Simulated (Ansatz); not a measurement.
Cl3OSi, SMILES [O][Si](Cl)(Cl)Cl, vertical spin-state energies

With Ansatz's Python interface.

The script reads `cl3osi.xyz`:
```text
5

O     0.91650   -1.08540    1.18000
Si    0.02560   -0.05270    0.04510
Cl   -1.63130    0.86120    0.98460
Cl   -0.58570   -1.21460   -1.54750
Cl    1.32480    1.41790   -0.70360
```

Run as a notebook:

In [1]:
```python
import ansatz
```

In [2]:
```python
mol = ansatz.Crystal.molecule_from_extxyz("cl3osi.xyz")

calc = (
    mol.calculation()
    .basis(gaussian="cc-pVDZ")
    .functional("PBE")
)
found = {}
for unpaired in [1, 3]:
    r = calc.spin("collinear", total=unpaired).run().report
    s = unpaired / 2
    found[unpaired] = r["free_energy_ev"]
    print(f"2S+1 = {unpaired + 1}: E = {found[unpaired]:.5f} eV, <S^2> = {abs(r['mean_field']['state']['spin_squared']):.3f} (pure state {s * (s + 1):.2f})")
lowest = min(found, key=found.get)
for unpaired, e in found.items():
    print(f"multiplicity {unpaired + 1}: {23.060548 * (e - found[lowest]):.1f} kcal/mol above the lowest")
```
```text
2S+1 = 2: E = -47474.04647 eV, <S^2> = 0.753 (pure state 0.75)
2S+1 = 4: E = -47468.60872 eV, <S^2> = 3.756 (pure state 3.75)
multiplicity 2: 0.0 kcal/mol above the lowest
multiplicity 4: 125.4 kcal/mol above the lowest
```

In order: multiplicity 2 (+0.00 eV) and multiplicity 4 (+5.44 eV), all at the one geometry.

Caveats:
- Total energies depend on the basis set; only differences at equal settings carry meaning.
- The geometry is a force-field or estimated start, not a minimum of this method, and the basis set is short of its limit. All parts are taken at fixed geometry, without zero-point energy.
- The run takes the species as open-shell (spin multiplicity 2), which needn't be its ground state.
- Finished in 46 s on 1 thread of Arm Neoverse V1 (shared host), peak memory 0.21 GiB.
